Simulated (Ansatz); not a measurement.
# Ge2Sb2Te5 (P-3m1) in Ansatz: a series of runs

One crystal, Ge2Sb2Te5, is run at these levels: LDA, PBE; tasks: band structure.

Program: Ansatz 0.2.0. These are calculated values, not measurements. Logs are shortened: lines on timing, memory, paths and dates and some standing lists are left out, and cuts for length are marked.

### 1 Starting point

The structure is trigonal, space group P-3m1 (No. 164). Conventional cell: a = 4.294 Å, b = 4.294 Å, c = 17.101 Å, α = 90.00°, β = 90.00°, γ = 120.00°. Te (site symmetry 3m) has 3 Sb at 3.01 Å as nearest neighbours. Te (site symmetry 3m) has 3 Ge at 3.00 Å and 3 Sb at 3.20 Å as nearest neighbours. Around Te (site symmetry -3m) lie 6 Ge at 3.04 Å. Around Sb (site symmetry 3m) lie 6 Te at 3.01 to 3.20 Å. Around Ge (site symmetry 3m) lie 6 Te at 3.00 to 3.04 Å.

The cell comes from a database or a generator and needn't be the stable form of this composition.

### 2 Band structure, LDA

input.yaml

```yaml
crystal:
  lattice:
    - [4.2940644248, 0.0, 0.0]
    - [-2.1470322124, 3.7187688774, 0.0]
    - [0.0, 0.0, 17.101346]
  atoms:
    - { symbol: Te, position: [0.6666666667, 0.3333333333, 0.419892] }
    - { symbol: Te, position: [0.3333333333, 0.6666666667, 0.580108] }
    - { symbol: Te, position: [0.3333333333, 0.6666666667, 0.201542] }
    - { symbol: Te, position: [0.6666666667, 0.3333333333, 0.798458] }
    - { symbol: Te, position: [0.0, 0.0, 0.0] }
    - { symbol: Sb, position: [0.0, 0.0, 0.320068] }
    - { symbol: Sb, position: [0.0, 0.0, 0.679932] }
    - { symbol: Ge, position: [0.6666666667, 0.3333333333, 0.102895] }
    - { symbol: Ge, position: [0.3333333333, 0.6666666667, 0.897105] }
hamiltonian:
  xc: lda
  pseudopotentials: { kind: paw }
kpoints:
  mp_grid: { grid: [7, 7, 2] }
  band_path:
    path:
      - [[0.0, 0.0, 0.0], [0.5, 0.0, 0.0], [0.3333333333, 0.3333333333, 0.0], [0.0, 0.0, 0.0], [0.0, 0.0, 0.5], [0.5, 0.0, 0.5], [0.3333333333, 0.3333333333, 0.5], [0.0, 0.0, 0.5]]
      - [[0.5, 0.0, 0.5], [0.5, 0.0, 0.0]]
      - [[0.3333333333, 0.3333333333, 0.0], [0.3333333333, 0.3333333333, 0.5]]
    npoints: 10
scf:
  occupations: { method: fermi_dirac, width: 0.05 }
  n_extra_bands: 22
output:
  forces: true
  stress: true
  eigenvalues: true
  fatbands: true
```

Potentials or basis: Ansatz PAW.

The run is started by

```console
$ ansatz run input.yaml --threads 4 --pin off --max-ram 11264MiB --backend cpu --events-out ev --progress --plain --runs-dir out
```

Standard output:

```text
Warning: RAYON_NUM_THREADS=4 ignored (pool sized by the plan → 4); use --threads N
scf.n_extra_bands = 22 over 69 filled bands (N_el = 138.0): the run solves 91 bands
Engine: ansatz 0.2.0, aarch64-unknown-linux-gnu
Pseudopotentials: kind: paw
Pseudopotential: Te, paw, valence charge 16, recommended cutoff 420 eV (normal), Te.paw.azcp
Pseudopotential: Sb, paw, valence charge 15, recommended cutoff 420 eV (normal), Sb.paw.azcp
Pseudopotential: Ge, paw, valence charge 14, recommended cutoff 420 eV (normal), Ge.paw.azcp
Functional definition: SPW92
  exchange = slater_x
  correlation = pw_c
Crystal: 9 atoms, lattice volume = 273.085 Å³
Basis set: ecut = 420 eV, 5295 PW (Γ)
Bands: 91, of which v1, the nominal top of the filled ones, is band 69 counted from 1 (68 counted from 0)
Symmetry: 12 space group operations
Space group: P-3m1 (ITA 164), of the structure as read, at distance tolerance 6.5e-5 Å
k-points: 16 of 98
Non-local potential: Te, projectors of the file, l = 0: 2, l = 1: 2, l = 2: 2, l = 3: 2
Non-local potential: Sb, projectors of the file, l = 0: 2, l = 1: 2, l = 2: 2, l = 3: 2
[... 41 lines left out ...]
  E_ewald      = -13595.634202
  E_core_change = 8.327605  (= ΣΔE_core)
  E_smearing   = -0.001139  (= −TS)
  E_closure    = -0.000000  (closes the sum)
  Σ components = -55239.791372   (vs F -55239.791372, Δ=0.00e0)
--- Forces (eV/Å), atoms counted from 1 ---
  atom   1  Te     0.00000000     0.00000000    -0.20122350
  atom   2  Te    -0.00000000    -0.00000000     0.20122350
  atom   3  Te     0.00000000     0.00000000    -0.04867818
  atom   4  Te    -0.00000000    -0.00000000     0.04867818
  atom   5  Te     0.00000000     0.00000000     0.00000000
  atom   6  Sb     0.00000000    -0.00000000    -0.01001647
  atom   7  Sb    -0.00000000     0.00000000     0.01001647
  atom   8  Ge    -0.00000000    -0.00000000    -0.08071173
  atom   9  Ge     0.00000000     0.00000000     0.08071173
  max |Σ_I F_I| component: 1.39e-17 eV/Å
--- Stress (GPa, compression-positive) ---
       -3.292325      -0.000000      -0.000000
        0.000000      -3.292325      -0.000000
       -0.000000      -0.000000      -3.402043
  P = ⅓ Tr σ = -3.3289 GPa (-33.289 kbar)
--- Band table (eV; the first three rows and the last of 16) ---
  k-point 0: bands = ["-28.1468", "-28.1468", "-28.1443", "-28.1443", "-28.1387", "-28.1387", "-28.1362", "-28.1362", "-28.1355", "-28.1344", "-27.9013", "-27.9013", "-27.8990", "-27.8990", "-27.8990", "-27.8990", "-27.8824", "-27.8824", "-27.8824", "-27.8824", "-27.7822", "-27.7822", "-27.7801", "-27.7773", "-27.7773", "-20.7097", "-20.7097", "-20.7097", "-20.7097", "-20.7051", "-20.7051", "-20.7046", "-20.7046", "-20.7046", "-20.7046", "-16.1625", "-16.1625", "-16.1617", "-16.1617", "-16.1573", "-16.1571", "-16.1566", "-16.1566", "-16.1558", "-16.1558", "-4.3249", "-4.0499", "-3.7098", "-2.9422", "-2.6262", "0.1588", "0.2055", "1.8345", "2.8832", "6.1447", "6.7775", "6.7775", "6.9065", "6.9065", "6.9302", "7.2887", "7.2887", "7.3311", "7.3311", "7.6331", "7.6331", "7.6636", "7.9958", "8.8360", "9.1235", "9.1365", "9.1365", "9.7755", "9.7755", "9.8119", "10.3487", "10.3487", "10.4547", "11.5365", "11.5982", "11.5982", "13.7237", "13.7863", "14.3451", "14.3451", "14.4092", "14.4092", "14.5420", "14.8478", "15.8215", "15.8215"]
  k-point 1: bands = ["-28.1468", "-28.1468", "-28.1443", "-28.1443", "-28.1387", "-28.1387", "-28.1362", "-28.1362", "-28.1355", "-28.1344", "-27.9013", "-27.9013", "-27.8990", "-27.8990", "-27.8990", "-27.8990", "-27.8824", "-27.8824", "-27.8824", "-27.8824", "-27.7822", "-27.7822", "-27.7801", "-27.7773", "-27.7773", "-20.7097", "-20.7097", "-20.7097", "-20.7097", "-20.7051", "-20.7051", "-20.7046", "-20.7046", "-20.7046", "-20.7046", "-16.1625", "-16.1625", "-16.1617", "-16.1617", "-16.1573", "-16.1571", "-16.1566", "-16.1566", "-16.1558", "-16.1558", "-4.2812", "-4.1615", "-3.5050", "-3.2216", "-2.4523", "-0.2294", "0.7580", "1.5290", "3.0167", "6.0333", "6.7797", "6.7797", "6.9027", "6.9027", "7.1884", "7.2362", "7.2362", "7.4123", "7.4555", "7.4555", "7.5502", "7.5502", "8.1128", "8.6944", "9.3663", "9.3663", "9.3936", "9.4256", "9.4256", "9.5865", "10.5248", "10.5503", "10.5503", "11.5143", "11.5143", "11.5389", "13.6980", "13.8392", "14.1734", "14.1747", "14.1747", "14.7978", "14.7978", "15.2119", "15.2119", "15.5510"]
  k-point 2: bands = ["-28.1466", "-28.1466", "-28.1444", "-28.1440", "-28.1389", "-28.1389", "-28.1365", "-28.1360", "-28.1352", "-28.1341", "-27.9012", "-27.9012", "-27.8991", "-27.8991", "-27.8991", "-27.8991", "-27.8824", "-27.8824", "-27.8821", "-27.8821", "-27.7823", "-27.7821", "-27.7799", "-27.7773", "-27.7770", "-20.7101", "-20.7101", "-20.7090", "-20.7090", "-20.7050", "-20.7050", "-20.7046", "-20.7046", "-20.7045", "-20.7045", "-16.1630", "-16.1624", "-16.1621", "-16.1615", "-16.1572", "-16.1570", "-16.1565", "-16.1564", "-16.1559", "-16.1556", "-4.1470", "-3.8758", "-3.5476", "-2.8153", "-2.5200", "0.1703", "0.2099", "1.5698", "2.4857", "5.3528", "5.7300", "5.8951", "6.3047", "6.3284", "6.4219", "6.5228", "6.9495", "7.2411", "7.2455", "7.5435", "7.7057", "7.8258", "8.0665", "8.6241", "9.3477", "9.4542", "9.8831", "9.9465", "10.1143", "10.2321", "10.7761", "10.8300", "11.2991", "11.7923", "11.8161", "12.2088", "13.0730", "13.5799", "13.6784", "14.3441", "14.5116", "14.5575", "14.8828", "15.1026", "15.5423", "16.0122"]
  k-point 15: bands = ["-28.1461", "-28.1448", "-28.1441", "-28.1428", "-28.1403", "-28.1388", "-28.1381", "-28.1354", "-28.1336", "-28.1334", "-27.9005", "-27.9005", "-27.8995", "-27.8995", "-27.8993", "-27.8993", "-27.8818", "-27.8818", "-27.8813", "-27.8813", "-27.7825", "-27.7823", "-27.7792", "-27.7768", "-27.7763", "-20.7106", "-20.7106", "-20.7085", "-20.7085", "-20.7051", "-20.7051", "-20.7043", "-20.7043", "-20.7024", "-20.7024", "-16.1641", "-16.1634", "-16.1627", "-16.1618", "-16.1565", "-16.1564", "-16.1557", "-16.1556", "-16.1554", "-16.1549", "-2.5654", "-2.4483", "-2.2611", "-2.2353", "-2.0400", "-0.7953", "-0.7783", "0.4423", "0.5027", "3.8713", "3.8944", "4.2185", "4.2831", "4.4293", "4.9893", "5.1567", "5.4411", "5.6080", "6.3101", "6.5351", "7.2659", "7.5327", "7.7898", "7.9834", "9.7769", "9.8517", "10.4020", "10.4837", "11.1752", "11.3234", "12.2543", "12.4604", "12.4755", "13.3000", "13.6602", "13.8628", "13.9451", "14.0197", "14.0705", "14.1366", "14.8921", "15.7306", "15.7530", "16.1293", "16.2586", "16.4208"]
```

Run time: 43 s. Hardware: 4 threads of Arm Neoverse V1, shared host; peak memory 1.5 GiB.

What came out:

```
Free energy             : -55239.7914 eV
Pressure                : -3.3 GPa
Largest force           : 0.201 eV/Å
Band gap on the k mesh  : 0.29 eV, direct
Band gap along the path : 0.25 eV, indirect (least direct gap 0.29 eV)
```

Forces in eV/Å, atoms in the order of the input:
```
Te   0.000  0.000 -0.201
Te   0.000  0.000  0.201
Te   0.000  0.000 -0.049
Te   0.000  0.000  0.049
Te   0.000  0.000  0.000
Sb   0.000  0.000 -0.010
Sb   0.000  0.000  0.010
Ge   0.000  0.000 -0.081
Ge   0.000  0.000  0.081
```

Stress tensor (GPa, compression positive):
```
-3.29  0.00  0.00
 0.00 -3.29  0.00
 0.00  0.00 -3.40
```

Levels at the corners of the path, in eV from the valence-band top:
| point | band 66 | band 67 | band 68 | band 69 | band 70 | band 71 | band 72 | band 73 |
| --- | --- | --- | --- | --- | --- | --- | --- | --- |
| Γ | -1.20 | -1.17 | -0.84 | 0.00 | 0.29 | 0.30 | 0.30 | 0.94 |
| M | -1.58 | -1.47 | -1.29 | -0.83 | 0.46 | 0.95 | 1.06 | 1.25 |
| K | -2.31 | -0.73 | -0.73 | -0.64 | 0.70 | 0.70 | 0.94 | 2.67 |
| Γ | -1.20 | -1.17 | -0.84 | 0.00 | 0.29 | 0.30 | 0.30 | 0.94 |
| A | -1.29 | -1.29 | -0.72 | -0.14 | 0.53 | 0.53 | 0.56 | 0.59 |
| L | -2.08 | -1.77 | -1.23 | -0.55 | 0.33 | 0.59 | 1.56 | 1.59 |
| H | -1.70 | -1.33 | -1.33 | -1.25 | 1.56 | 1.56 | 1.70 | 1.70 |
| A | -1.29 | -1.29 | -0.72 | -0.14 | 0.53 | 0.53 | 0.56 | 0.59 |
| L | -2.08 | -1.77 | -1.23 | -0.55 | 0.33 | 0.59 | 1.56 | 1.59 |
| M | -1.58 | -1.47 | -1.29 | -0.83 | 0.46 | 0.95 | 1.06 | 1.25 |
| K | -2.31 | -0.73 | -0.73 | -0.64 | 0.70 | 0.70 | 0.94 | 2.67 |
| H | -1.70 | -1.33 | -1.33 | -1.25 | 1.56 | 1.56 | 1.70 | 1.70 |

Caveat: spin-orbit coupling is left out, which moves the levels of the heavy elements; the PAW data sets come from PBE, with cores solved anew for the run's functional, which leaves a small shift of forces and pressure.

(Continued in part 2 of 2.)
